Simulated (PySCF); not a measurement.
**A gas-phase reaction: Al4H9N5 + BCl3 → Al4BCl2H8N5 + ClH**

Wanted: the reaction energy for `[NH2][Al-]12[NH+]3[AlH-]4[NH+]5[AlH-]3[NH+]1[AlH-]5[NH+]42` + `ClB(Cl)Cl` → `ClB(Cl)[NH][Al-]12[NH+]3[AlH-]4[NH+]5[AlH-]3[NH+]1[AlH-]5[NH+]42` + `Cl`.

Computed with PySCF 2.14.0; each step states its level. No surroundings beyond the atoms listed, unless a continuum is named. Atoms count from 0, parts from 1.

### 1 The system as given

Each species was relaxed by itself at GFN2-xTB.

### 2 Reaction energy: PBE0-D3(BJ)/def2-SVPD

What the job is given:

```
{"job": {"kind": "react", "xc": "PBE0", "basis": "def2-SVPD", "disp": "d3bj"}, "charge": 0, "multiplicity": 1}
-1 Al4H9N5 charge 0 multiplicity 1
N     -1.128120    -1.878670     1.992750
Al    -0.450330    -0.781110     0.792240
N      0.265940    -1.296290    -0.954930
Al     1.748140    -0.094150    -0.614480
N      0.825010     1.404170    -1.447980
Al    -0.693760     0.212830    -1.704420
N     -1.464880     0.694670     0.007880
Al     0.091810     1.814620     0.309180
N      1.087510     0.374180     1.145230
H     -2.107290    -2.074580     2.130230
H     -0.597820    -2.479620     2.604410
H      0.305400    -2.245450    -1.315960
H      3.193890    -0.428990    -0.911930
H      1.207480     2.064460    -2.120160
H     -1.478420     0.164040    -2.997660
H     -2.434650     0.914360     0.217350
H      0.028090     3.227480     0.847450
H      1.601990     0.408040     2.020800

-1 BCl3 charge 0 multiplicity 1
Cl    -1.581230    -0.508530     0.459760
B      0.000180     0.000080     0.000070
Cl     1.253910     0.085540     1.178730
Cl     0.327130     0.422920    -1.638560

+1 Al4BCl2H8N5 charge 0 multiplicity 1
Cl     1.679700    -1.013000    -2.227730
B      0.309400    -0.617190    -3.265500
Cl     0.387880    -0.916000    -4.954690
N     -0.702870    -0.086580    -2.515170
Al     0.039410    -0.129700    -0.794980
N     -1.485060     0.643600     0.191010
Al    -0.241560     1.735310     1.158010
N     -0.015040     0.383290     2.545230
Al    -1.253560    -0.719550     1.517730
N      0.191400    -1.543520     0.513930
Al     1.408160    -0.359540     1.483230
N      1.258480     1.046990     0.133760
H     -1.580000     0.207360    -2.917190
H     -2.355020     0.938610    -0.244630
H     -0.388390     3.202720     1.491070
H     -0.021640     0.533860     3.550210
H     -2.340650    -1.528030     2.188120
H      0.333050    -2.540430     0.366470
H      2.741590    -0.827570     2.019970
H      2.034730     1.589360    -0.238840

+1 ClH charge 0 multiplicity 1
Cl     0.638600    -0.004650     0.005730
H     -0.638600     0.004650    -0.005730
```

Method: PBE0-D3(BJ)/def2-SVPD reaction energy of separated species, gas phase.

Command:

```
> OMP_NUM_THREADS=1 python cluster_run.py task.json out
```

This one command runs all jobs of the session in turn.

Output:

```text
species 1 (Al4H9N5)
coarse grid: 17392 points
cycle   1  E = -1247.7276883184  dE =  1.080e+00  |g| = 9.323e-01  |ddm| = 1.019e+01
cycle   2  E = -1247.4808127718  dE =  2.469e-01  |g| = 1.374e+00  |ddm| = 3.663e+00
cycle   3  E = -1247.9232659654  dE = -4.425e-01  |g| = 6.577e-02  |ddm| = 2.605e+00
cycle   4  E = -1247.9242654077  dE = -9.994e-04  |g| = 3.690e-02  |ddm| = 3.586e-01
cycle   5  E = -1247.9245698577  dE = -3.045e-04  |g| = 8.633e-03  |ddm| = 1.051e-01
cycle   6  E = -1247.9245866073  dE = -1.675e-05  |g| = 2.001e-03  |ddm| = 2.604e-02
cycle   7  E = -1247.9245876237  dE = -1.016e-06  |g| = 3.633e-04  |ddm| = 1.307e-02
final grid: 150872 points
cycle   8  E = -1248.0700696458  dE = -2.173e-05  |g| = 1.002e-02  |ddm| = 2.351e-01
cycle   9  E = -1248.0700429344  dE =  2.671e-05  |g| = 1.484e-02  |ddm| = 4.968e-02
cycle  10  E = -1248.0700927639  dE = -4.983e-05  |g| = 3.312e-04  |ddm| = 2.744e-02
cycle  11  E = -1248.0700927785  dE = -1.457e-08  |g| = 2.320e-04  |ddm| = 1.690e-03
cycle  12  E = -1248.0700927902  dE = -1.172e-08  |g| = 4.884e-05  |ddm| = 4.529e-04
cycle  13  E = -1248.0700927908  dE = -5.803e-10  |g| = 1.266e-05  |ddm| = 2.803e-04
converged SCF energy = -1248.0700927908

species 2 (BCl3)
coarse grid: 5960 points
cycle   1  E = -1404.4960437436  dE =  5.021e-01  |g| = 2.671e-01  |ddm| = 2.707e+00
cycle   2  E = -1404.4784705744  dE =  1.757e-02  |g| = 3.815e-01  |ddm| = 7.283e-01
cycle   3  E = -1404.5173372420  dE = -3.887e-02  |g| = 3.069e-02  |ddm| = 4.322e-01
cycle   4  E = -1404.5175903548  dE = -2.531e-04  |g| = 7.742e-03  |ddm| = 4.192e-02
cycle   5  E = -1404.5176073302  dE = -1.698e-05  |g| = 4.409e-04  |ddm| = 1.100e-02
cycle   6  E = -1404.5176073922  dE = -6.193e-08  |g| = 6.807e-05  |ddm| = 1.101e-03
final grid: 46448 points
cycle   7  E = -1404.6559000622  dE = -8.914e-06  |g| = 1.961e-03  |ddm| = 1.384e-02
cycle   8  E = -1404.6559000842  dE = -2.195e-08  |g| = 1.987e-03  |ddm| = 6.034e-03
cycle   9  E = -1404.6559011872  dE = -1.103e-06  |g| = 4.756e-04  |ddm| = 2.645e-03
cycle  10  E = -1404.6559012452  dE = -5.808e-08  |g| = 5.098e-05  |ddm| = 5.911e-04
cycle  11  E = -1404.6559012459  dE = -6.678e-10  |g| = 1.658e-05  |ddm| = 9.059e-05
converged SCF energy = -1404.6559012459

species 3 (Al4BCl2H8N5)
coarse grid: 21104 points
cycle   1  E = -2191.7672461266  dE =  1.876e+00  |g| = 9.605e-01  |ddm| = 1.109e+01
cycle   2  E = -2191.4533600484  dE =  3.139e-01  |g| = 1.490e+00  |ddm| = 4.459e+00
cycle   3  E = -2191.9742947209  dE = -5.209e-01  |g| = 1.044e-01  |ddm| = 3.097e+00
cycle   4  E = -2191.9770235100  dE = -2.729e-03  |g| = 4.892e-02  |ddm| = 5.449e-01
cycle   5  E = -2191.9775719596  dE = -5.484e-04  |g| = 1.800e-02  |ddm| = 1.723e-01
cycle   6  E = -2191.9776439010  dE = -7.194e-05  |g| = 3.462e-03  |ddm| = 3.728e-02
cycle   7  E = -2191.9776466065  dE = -2.705e-06  |g| = 6.978e-04  |ddm| = 1.471e-02
final grid: 180200 points
cycle   8  E = -2192.2181696222  dE = -3.364e-05  |g| = 9.863e-03  |ddm| = 2.709e-01
cycle   9  E = -2192.2181418569  dE =  2.777e-05  |g| = 1.485e-02  |ddm| = 5.423e-02
cycle  10  E = -2192.2181920086  dE = -5.015e-05  |g| = 8.012e-04  |ddm| = 3.080e-02
cycle  11  E = -2192.2181921752  dE = -1.666e-07  |g| = 2.556e-04  |ddm| = 3.428e-03
cycle  12  E = -2192.2181921880  dE = -1.278e-08  |g| = 1.169e-04  |ddm| = 7.172e-04
cycle  13  E = -2192.2181921910  dE = -2.984e-09  |g| = 1.889e-05  |ddm| = 2.076e-04
cycle  14  E = -2192.2181921911  dE = -7.458e-11  |g| = 7.233e-06  |ddm| = 8.673e-05
converged SCF energy = -2192.2181921911

species 4 (ClH)
coarse grid: 2248 points
cycle   1  E = -460.4585015258  dE = -4.914e-02  |g| = 1.721e-01  |ddm| = 9.949e-01
cycle   2  E = -460.4607046566  dE = -2.203e-03  |g| = 1.643e-01  |ddm| = 3.646e-01
cycle   3  E = -460.4686090864  dE = -7.904e-03  |g| = 6.041e-03  |ddm| = 1.833e-01
cycle   4  E = -460.4686170031  dE = -7.917e-06  |g| = 1.471e-03  |ddm| = 6.617e-03
final grid: 17120 points
cycle   5  E = -460.5131018408  dE = -2.229e-06  |g| = 1.893e-03  |ddm| = 6.115e-03
cycle   6  E = -460.5131023022  dE = -4.614e-07  |g| = 1.400e-03  |ddm| = 3.674e-03
cycle   7  E = -460.5131027906  dE = -4.884e-07  |g| = 6.078e-05  |ddm| = 1.572e-03
cycle   8  E = -460.5131027917  dE = -1.117e-09  |g| = 1.155e-05  |ddm| = 6.508e-05
cycle   9  E = -460.5131027917  dE = -3.752e-11  |g| = 2.085e-07  |ddm| = 1.394e-05
converged SCF energy = -460.5131027917

Reaction energy = -6.161 kcal/mol
```

It took 3.8 min on 1 thread of Intel Xeon at 2.70GHz, shared host; peak memory 1.3 GiB.

Species by species (with the dispersion term, which the log's SCF energies lack):

```csv
ν,species,energy (Eh),HOMO (eV)
-1,[NH2][Al-]12[NH+]3[AlH-]4[NH+]5[AlH-]3[NH+]1[AlH-]5[NH+]42,-1248.09270,-7.01
-1,ClB(Cl)Cl,-1404.66004,-9.16
+1,ClB(Cl)[NH][Al-]12[NH+]3[AlH-]4[NH+]5[AlH-]3[NH+]1[AlH-]5[NH+]42,-2192.24920,-7.72
+1,Cl,-460.51337,-9.56
```

### 3 Reaction energy: TPSSh-D3(BJ)/def2-SVPD

Same as in step 2 but for these lines:

```diff
@@ -1,2 +1,2 @@
-{"job": {"kind": "react", "xc": "PBE0", "basis": "def2-SVPD", "disp": "d3bj"}, "charge": 0, "multiplicity": 1}
+{"job": {"kind": "react", "xc": "TPSSh", "basis": "def2-SVPD", "disp": "d3bj"}, "charge": 0, "multiplicity": 1}
 -1 Al4H9N5 charge 0 multiplicity 1
```

With the program's defaults for keys left out, this is: TPSSh-D3(BJ)/def2-SVPD reaction energy of separated species, gas phase.

Output:

```text
species 1 (Al4H9N5)
coarse grid: 73256 points
cycle   1  E = -1248.6635214808  dE =  9.755e-01  |g| = 1.054e+00  |ddm| = 1.025e+01
cycle   2  E = -1248.1472646363  dE =  5.163e-01  |g| = 1.783e+00  |ddm| = 4.660e+00
cycle   3  E = -1248.9087023514  dE = -7.614e-01  |g| = 1.036e-01  |ddm| = 3.431e+00
cycle   4  E = -1248.9115888172  dE = -2.886e-03  |g| = 5.547e-02  |ddm| = 7.208e-01
cycle   5  E = -1248.9123056837  dE = -7.169e-04  |g| = 1.561e-02  |ddm| = 2.214e-01
cycle   6  E = -1248.9123610495  dE = -5.537e-05  |g| = 4.545e-03  |ddm| = 3.848e-02
cycle   7  E = -1248.9123661454  dE = -5.096e-06  |g| = 4.899e-04  |ddm| = 2.772e-02
final grid: 150872 points
cycle   8  E = -1248.9122581208  dE = -8.088e-08  |g| = 7.345e-04  |ddm| = 2.717e-02
cycle   9  E = -1248.9122578507  dE =  2.702e-07  |g| = 1.316e-03  |ddm| = 5.606e-03
cycle  10  E = -1248.9122582434  dE = -3.928e-07  |g| = 1.048e-04  |ddm| = 2.942e-03
cycle  11  E = -1248.9122582462  dE = -2.748e-09  |g| = 1.534e-05  |ddm| = 7.163e-04
cycle  12  E = -1248.9122582462  dE = -4.229e-11  |g| = 7.567e-06  |ddm| = 3.911e-05
converged SCF energy = -1248.9122582462

species 2 (BCl3)
coarse grid: 24128 points
cycle   1  E = -1405.1728696595  dE =  4.572e-01  |g| = 2.402e-01  |ddm| = 2.818e+00
cycle   2  E = -1405.1548048077  dE =  1.806e-02  |g| = 3.575e-01  |ddm| = 6.707e-01
cycle   3  E = -1405.1885368057  dE = -3.373e-02  |g| = 4.973e-02  |ddm| = 4.190e-01
cycle   4  E = -1405.1892411020  dE = -7.043e-04  |g| = 7.758e-03  |ddm| = 6.121e-02
cycle   5  E = -1405.1892578408  dE = -1.674e-05  |g| = 3.494e-04  |ddm| = 9.779e-03
cycle   6  E = -1405.1892578748  dE = -3.403e-08  |g| = 6.729e-05  |ddm| = 9.485e-04
final grid: 46448 points
cycle   7  E = -1405.1892952111  dE = -2.239e-08  |g| = 1.060e-04  |ddm| = 1.022e-03
cycle   8  E = -1405.1892952069  dE =  4.142e-09  |g| = 1.622e-04  |ddm| = 3.052e-04
cycle   9  E = -1405.1892952141  dE = -7.190e-09  |g| = 1.677e-05  |ddm| = 1.853e-04
cycle  10  E = -1405.1892952142  dE = -8.686e-11  |g| = 1.818e-06  |ddm| = 2.131e-05
converged SCF energy = -1405.1892952142

species 3 (Al4BCl2H8N5)
coarse grid: 88600 points
cycle   1  E = -2193.1647414012  dE =  1.693e+00  |g| = 1.080e+00  |ddm| = 1.130e+01
cycle   2  E = -2192.5179773360  dE =  6.468e-01  |g| = 1.936e+00  |ddm| = 5.400e+00
cycle   3  E = -2193.4170594116  dE = -8.991e-01  |g| = 1.694e-01  |ddm| = 3.969e+00
cycle   4  E = -2193.4246440105  dE = -7.585e-03  |g| = 8.078e-02  |ddm| = 9.463e-01
cycle   5  E = -2193.4261015206  dE = -1.458e-03  |g| = 3.245e-02  |ddm| = 2.712e-01
cycle   6  E = -2193.4263414922  dE = -2.400e-04  |g| = 6.132e-03  |ddm| = 7.196e-02
cycle   7  E = -2193.4263506369  dE = -9.145e-06  |g| = 1.328e-03  |ddm| = 3.199e-02
final grid: 180200 points
cycle   8  E = -2193.4263310479  dE = -1.453e-07  |g| = 1.671e-03  |ddm| = 3.326e-02
cycle   9  E = -2193.4263302352  dE =  8.128e-07  |g| = 2.463e-03  |ddm| = 1.640e-02
cycle  10  E = -2193.4263317624  dE = -1.527e-06  |g| = 3.997e-04  |ddm| = 8.809e-03
cycle  11  E = -2193.4263318000  dE = -3.764e-08  |g| = 3.613e-05  |ddm| = 1.150e-03
cycle  12  E = -2193.4263318004  dE = -3.283e-10  |g| = 1.117e-05  |ddm| = 1.347e-04
converged SCF energy = -2193.4263318004

species 4 (ClH)
coarse grid: 8792 points
cycle   1  E = -460.6723330552  dE = -4.084e-02  |g| = 1.645e-01  |ddm| = 1.016e+00
cycle   2  E = -460.6719533049  dE =  3.798e-04  |g| = 1.777e-01  |ddm| = 3.696e-01
cycle   3  E = -460.6812190541  dE = -9.266e-03  |g| = 9.053e-03  |ddm| = 1.997e-01
cycle   4  E = -460.6812372717  dE = -1.822e-05  |g| = 3.530e-03  |ddm| = 1.094e-02
cycle   5  E = -460.6812409389  dE = -3.667e-06  |g| = 3.073e-04  |ddm| = 3.363e-03
final grid: 17120 points
cycle   6  E = -460.6812744836  dE = -1.066e-08  |g| = 2.632e-04  |ddm| = 5.737e-04
cycle   7  E = -460.6812744871  dE = -3.544e-09  |g| = 2.364e-04  |ddm| = 4.340e-04
cycle   8  E = -460.6812745044  dE = -1.733e-08  |g| = 2.260e-05  |ddm| = 2.091e-04
cycle   9  E = -460.6812745046  dE = -1.361e-10  |g| = 1.350e-06  |ddm| = 2.748e-05
converged SCF energy = -460.6812745046

Reaction energy = -7.611 kcal/mol
```

It took 4.8 min on 1 thread of Intel Xeon at 2.70GHz, shared host; peak memory 1.4 GiB.

Reaction energy at this level: -7.61 kcal/mol.

[end of part 1 of 2]
